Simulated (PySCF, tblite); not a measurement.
# C5H8SSi: a rotation path, then NMR shifts on frames, part 2 of 2

tblite 0.8.0 and PySCF 2.14.0. Atoms count from 0. The steps go on from the part before.

## (5) NMR shieldings: image 4, PBE0/pcSseg-1

What the job is given:

```
{"job": {"kind": "nmr", "xc": "PBE0", "basis": "pcSseg-1", "pop": false}, "charge": 0, "multiplicity": 1}
C      2.520800    -0.372600    -1.199300
S      1.832500     1.178100    -0.535900
C      0.186700     0.603600    -0.177200
C     -0.809200     0.707200    -1.066700
C     -2.104100     0.218000    -0.620600
C     -2.163300    -0.263600     0.627600
Si    -0.465300    -0.150700     1.439400
H      1.928100    -0.690600    -2.052100
H      2.518500    -1.134600    -0.425400
H      3.536900    -0.150300    -1.508700
H     -0.691800     1.121100    -2.058100
H     -2.947800     0.265000    -1.295200
H     -3.076000    -0.645400     1.053800
H      0.129900    -1.455100     1.728500
H     -0.400300     0.777800     2.562500
```

With the program's defaults for keys left out, this is: GIAO PBE0/pcSseg-1 NMR shielding, non-relativistic, gas phase.

What it wrote:

```text
coarse grid: 13640 points
cycle   1  E = -882.3476056177  dE =  8.461e-01  |g| = 3.670e-01  |ddm| = 3.720e+00
cycle   2  E = -882.3431096382  dE =  4.496e-03  |g| = 3.934e-01  |ddm| = 8.132e-01
cycle   3  E = -882.3844824874  dE = -4.137e-02  |g| = 5.776e-02  |ddm| = 4.541e-01
cycle   4  E = -882.3852486633  dE = -7.662e-04  |g| = 2.951e-02  |ddm| = 1.071e-01
cycle   5  E = -882.3854567197  dE = -2.081e-04  |g| = 1.029e-02  |ddm| = 3.621e-02
cycle   6  E = -882.3854844046  dE = -2.768e-05  |g| = 2.919e-03  |ddm| = 1.499e-02
cycle   7  E = -882.3854863873  dE = -1.983e-06  |g| = 6.157e-04  |ddm| = 3.332e-03
final grid: 122688 points
cycle   8  E = -882.4296328398  dE = -2.068e-05  |g| = 8.603e-03  |ddm| = 2.644e-02
cycle   9  E = -882.4296196150  dE =  1.322e-05  |g| = 1.106e-02  |ddm| = 1.894e-02
cycle  10  E = -882.4296516830  dE = -3.207e-05  |g| = 8.646e-04  |ddm| = 1.210e-02
cycle  11  E = -882.4296518494  dE = -1.664e-07  |g| = 3.936e-04  |ddm| = 1.268e-03
cycle  12  E = -882.4296518886  dE = -3.915e-08  |g| = 6.083e-05  |ddm| = 3.868e-04
cycle  13  E = -882.4296518894  dE = -8.495e-10  |g| = 2.444e-05  |ddm| = 1.042e-04
converged SCF energy = -882.4296518894

GIAO shielding tensors (ppm)
atom      isotropic    diamagn.    paramagn.     s11        s22        s33       span
  0 C      157.189     250.154     -92.965    134.115    153.461    183.992     49.877
  1 S      538.887    1056.341    -517.454    383.865    497.527    735.269    351.404
  2 C       32.997     261.847    -228.851    -65.727     18.184    146.533    212.259
  3 C       20.904     253.655    -232.751    -98.000     40.992    119.718    217.719
  4 C       30.515     254.743    -224.228    -87.319     38.055    140.809    228.128
  5 C       48.269     261.004    -212.735    -54.860     33.495    166.171    221.031
  6 Si     403.147     881.426    -478.278    351.827    399.905    457.710    105.883
  7 H       29.672      30.617      -0.946     24.898     28.267     35.850     10.952
  8 H       29.225      30.530      -1.305     24.352     28.010     35.313     10.961
  9 H       29.656      28.525       1.131     25.271     26.116     37.581     12.310
 10 H       24.223      32.702      -8.479     20.113     23.639     28.917      8.804
 11 H       24.428      30.310      -5.882     22.571     23.406     27.307      4.736
 12 H       25.423      29.920      -4.498     24.880     25.017     26.370      1.490
 13 H       27.117      29.305      -2.188     23.482     25.942     31.927      8.445
 14 H       27.285      28.813      -1.529     23.802     25.373     32.680      8.877
```

It took 19 s on 1 thread of INTEL XEON PLATINUM 8581C at 2.30GHz, shared host; peak memory 0.81 GiB.

This run: δ C3 166.0, C4 156.4, C2 153.9, C5 138.7, H10 7.49, H11 7.29 ppm.

## (6) NMR shieldings: image 6, PBE0/pcSseg-1

What the job is given:

```
{"job": {"kind": "nmr", "xc": "PBE0", "basis": "pcSseg-1", "pop": false}, "charge": 0, "multiplicity": 1}
C      2.457800    -0.217000    -1.503000
S      1.999900     0.717500    -0.006700
C      0.272600     0.436000     0.084300
C     -0.572000     0.381200    -0.959700
C     -1.947400     0.067800    -0.628600
C     -2.221900    -0.180900     0.661200
Si    -0.655600    -0.001600     1.685400
H      1.865100     0.104700    -2.351400
H      2.301900    -1.273900    -1.305600
H      3.508600    -0.018100    -1.684400
H     -0.298000     0.558500    -1.989800
H     -2.685400     0.044900    -1.418900
H     -3.216500    -0.412400     1.002300
H     -0.143400    -1.267000     2.210700
H     -0.670200     1.068300     2.676700
```

With the program's defaults for keys left out, this is: GIAO PBE0/pcSseg-1 NMR shielding, non-relativistic, gas phase.

What it wrote:

```text
coarse grid: 13640 points
cycle   1  E = -882.3461683857  dE =  8.776e-01  |g| = 3.854e-01  |ddm| = 3.729e+00
cycle   2  E = -882.3323924617  dE =  1.378e-02  |g| = 4.454e-01  |ddm| = 8.640e-01
cycle   3  E = -882.3856526047  dE = -5.326e-02  |g| = 7.408e-02  |ddm| = 5.286e-01
cycle   4  E = -882.3870525145  dE = -1.400e-03  |g| = 3.623e-02  |ddm| = 1.396e-01
cycle   5  E = -882.3873731974  dE = -3.207e-04  |g| = 1.299e-02  |ddm| = 4.456e-02
cycle   6  E = -882.3874148850  dE = -4.169e-05  |g| = 3.099e-03  |ddm| = 1.648e-02
cycle   7  E = -882.3874171722  dE = -2.287e-06  |g| = 7.851e-04  |ddm| = 3.862e-03
final grid: 122688 points
cycle   8  E = -882.4317189033  dE = -2.130e-05  |g| = 8.864e-03  |ddm| = 3.103e-02
cycle   9  E = -882.4317004067  dE =  1.850e-05  |g| = 1.203e-02  |ddm| = 2.028e-02
cycle  10  E = -882.4317385936  dE = -3.819e-05  |g| = 1.331e-03  |ddm| = 1.385e-02
cycle  11  E = -882.4317390676  dE = -4.740e-07  |g| = 3.665e-04  |ddm| = 1.763e-03
cycle  12  E = -882.4317390993  dE = -3.177e-08  |g| = 8.950e-05  |ddm| = 3.857e-04
cycle  13  E = -882.4317391011  dE = -1.767e-09  |g| = 3.314e-05  |ddm| = 1.198e-04
cycle  14  E = -882.4317391014  dE = -2.769e-10  |g| = 9.628e-06  |ddm| = 4.907e-05
converged SCF energy = -882.4317391014

GIAO shielding tensors (ppm)
atom      isotropic    diamagn.    paramagn.     s11        s22        s33       span
  0 C      162.215     251.611     -89.396    141.351    159.321    185.971     44.620
  1 S      508.283    1056.759    -548.476    331.367    498.336    695.145    363.778
  2 C       30.948     263.513    -232.566    -59.661      5.974    146.530    206.191
  3 C       37.331     254.516    -217.184    -78.942     46.149    144.787    223.729
  4 C       29.763     253.942    -224.179    -88.059     36.401    140.948    229.007
  5 C       58.616     260.809    -202.193    -41.782     48.433    169.198    210.980
  6 Si     393.373     881.479    -488.105    335.551    392.724    451.845    116.294
  7 H       29.050      31.356      -2.307     23.771     28.115     35.263     11.492
  8 H       29.261      30.841      -1.580     24.199     27.735     35.849     11.650
  9 H       29.749      28.641       1.108     24.992     26.676     37.580     12.588
 10 H       24.772      33.859      -9.087     21.362     23.029     29.926      8.565
 11 H       24.439      30.521      -6.081     22.660     23.373     27.284      4.624
 12 H       25.889      29.825      -3.936     24.457     26.242     26.969      2.512
 13 H       27.265      29.118      -1.853     23.746     25.694     32.355      8.608
 14 H       27.042      28.764      -1.722     23.632     25.341     32.153      8.521
```

Run time: 20 s. Hardware: 1 thread of INTEL XEON PLATINUM 8581C at 2.30GHz, shared host; peak memory 0.81 GiB.

Key values: δ C4 157.2, C2 156.0, C3 149.6, C5 128.3, H11 7.28, H10 6.94 ppm.

## (7) Nuclear shieldings: image 8, PBE0/pcSseg-1

What the job is given:

```
{"job": {"kind": "nmr", "xc": "PBE0", "basis": "pcSseg-1", "pop": false}, "charge": 0, "multiplicity": 1}
C      2.480800     0.022400    -1.616900
S      2.040800     0.076300     0.148200
C      0.305300     0.025500     0.147900
C     -0.513400    -0.043000    -0.917000
C     -1.927400    -0.072300    -0.604000
C     -2.271900    -0.028500     0.693200
Si    -0.722500     0.056300     1.752100
H      2.075400     0.894800    -2.120800
H      2.100900    -0.893900    -2.058600
H      3.565200     0.036600    -1.658800
H     -0.195300    -0.075800    -1.948500
H     -2.640900    -0.127000    -1.415400
H     -3.299400    -0.043200     1.014400
H     -0.465200    -1.126800     2.570900
H     -0.536600     1.306600     2.485700
```

With the program's defaults for keys left out, this is: GIAO PBE0/pcSseg-1 NMR shielding, non-relativistic, gas phase.

What it wrote:

```text
coarse grid: 13640 points
cycle   1  E = -882.3478583663  dE =  8.898e-01  |g| = 4.019e-01  |ddm| = 3.748e+00
cycle   2  E = -882.3240848682  dE =  2.377e-02  |g| = 4.935e-01  |ddm| = 9.376e-01
cycle   3  E = -882.3904496655  dE = -6.636e-02  |g| = 8.335e-02  |ddm| = 6.087e-01
cycle   4  E = -882.3922925939  dE = -1.843e-03  |g| = 3.826e-02  |ddm| = 1.541e-01
cycle   5  E = -882.3926477317  dE = -3.551e-04  |g| = 1.341e-02  |ddm| = 4.521e-02
cycle   6  E = -882.3926918579  dE = -4.413e-05  |g| = 3.085e-03  |ddm| = 1.641e-02
cycle   7  E = -882.3926941876  dE = -2.330e-06  |g| = 7.843e-04  |ddm| = 3.862e-03
final grid: 122688 points
cycle   8  E = -882.4373757252  dE = -2.728e-05  |g| = 9.160e-03  |ddm| = 3.740e-02
cycle   9  E = -882.4373551681  dE =  2.056e-05  |g| = 1.255e-02  |ddm| = 2.074e-02
cycle  10  E = -882.4373965658  dE = -4.140e-05  |g| = 1.566e-03  |ddm| = 1.462e-02
cycle  11  E = -882.4373972482  dE = -6.823e-07  |g| = 3.724e-04  |ddm| = 2.145e-03
cycle  12  E = -882.4373972800  dE = -3.184e-08  |g| = 1.094e-04  |ddm| = 4.190e-04
cycle  13  E = -882.4373972826  dE = -2.617e-09  |g| = 4.088e-05  |ddm| = 1.434e-04
cycle  14  E = -882.4373972831  dE = -4.327e-10  |g| = 8.504e-06  |ddm| = 5.248e-05
converged SCF energy = -882.4373972831

GIAO shielding tensors (ppm)
atom      isotropic    diamagn.    paramagn.     s11        s22        s33       span
  0 C      166.029     252.571     -86.542    154.441    160.186    183.459     29.018
  1 S      462.136    1057.183    -595.046    292.971    453.582    639.856    346.885
  2 C       30.625     264.290    -233.665    -59.114      3.416    147.572    206.687
  3 C       51.074     253.641    -202.567    -45.908     54.474    144.657    190.564
  4 C       28.818     253.712    -224.894    -89.578     35.974    140.058    229.636
  5 C       63.861     260.801    -196.940    -40.014     65.717    165.881    205.895
  6 Si     392.463     881.324    -488.861    333.502    393.826    450.061    116.559
  7 H       29.375      31.178      -1.803     24.947     26.940     36.237     11.290
  8 H       29.374      31.271      -1.897     24.982     26.999     36.142     11.161
  9 H       29.484      28.500       0.984     24.561     26.788     37.104     12.544
 10 H       25.510      34.672      -9.161     23.040     23.256     30.235      7.195
 11 H       24.545      30.497      -5.952     22.878     23.471     27.285      4.407
 12 H       25.982      29.722      -3.740     25.237     25.714     26.996      1.758
 13 H       27.076      28.775      -1.700     23.523     25.462     32.241      8.718
 14 H       27.079      28.770      -1.691     23.514     25.466     32.257      8.744
```

Run time: 19 s. Hardware: 1 thread of INTEL XEON PLATINUM 8581C at 2.30GHz, shared host; peak memory 0.81 GiB.

In short: δ C4 158.1, C2 156.3, C3 135.9, C5 123.1, H11 7.17, H10 6.21 ppm.

## (8) Side by side: NMR shifts

Shifts (ppm) of some atoms, chosen among heavy atoms and hydrogens apart, with basis size and wall time:

| frame | C3 | C5 | C0 | H10 | H7 | S1 | Si6 | functions | time |
| --- | --- | --- | --- | --- | --- | --- | --- | --- | --- |
| image 0 | 138.8 | 123.0 | 23.7 | 6.72 | 2.36 | 51 | -51.3 | 173 | 20 s |
| image 2 | 148.9 | 130.0 | 26.4 | 7.08 | 2.37 | 31 | -50.5 | 173 | 19 s |
| image 4 | 166.0 | 138.7 | 29.7 | 7.49 | 2.05 | -35 | -54.0 | 173 | 19 s |
| image 6 | 149.6 | 128.3 | 24.7 | 6.94 | 2.67 | -5 | -44.2 | 173 | 20 s |
| image 8 | 135.9 | 123.1 | 20.9 | 6.21 | 2.34 | 42 | -43.3 | 173 | 19 s |

## (9) What came out

The summary covers parts 1 to 2.

| quantity | value |
| --- | --- |
| barrier | 0.222 eV (5.1 kcal/mol) at image 4 |
| end to end (GFN2-xTB) | 0.025 eV |
| ¹³C shifts against TMS (PBE0/pcSseg-1, image 0) | 159.9, 159.3, 138.8, 123.0, 23.7 ppm |
| ¹H shifts against TMS (PBE0/pcSseg-1, image 0) | 7.32, 6.72, 5.76, 4.63, 4.62, 2.44, 2.36, 2.19 ppm |
| ³³S shifts against CS2 (PBE0/pcSseg-1, image 0) | 51 ppm |
| ²⁹Si shifts against TMS (PBE0/pcSseg-1, image 0) | -51.3 ppm |
| range of the shift of S1 | -35 to 51 ppm |

In words: Along the band the dihedral turns by 182°, and the top (dihedral 91°) lies 5.1 kcal/mol above the start (GFN2-xTB, rough), so at room temperature this motion is fast. Ends this close can change order at a higher level. The top was not checked by a frequency run. Shifts at one fixed geometry are not the observed spectrum, which averages over the motion. In the first frame run (image 0): Shielding is most anisotropic at S1 (span 392 ppm, paramagnetic term -603 ppm). Across the 5 runs the shift of S1 moves most, between -35 (image 4) and 51 ppm (image 0).
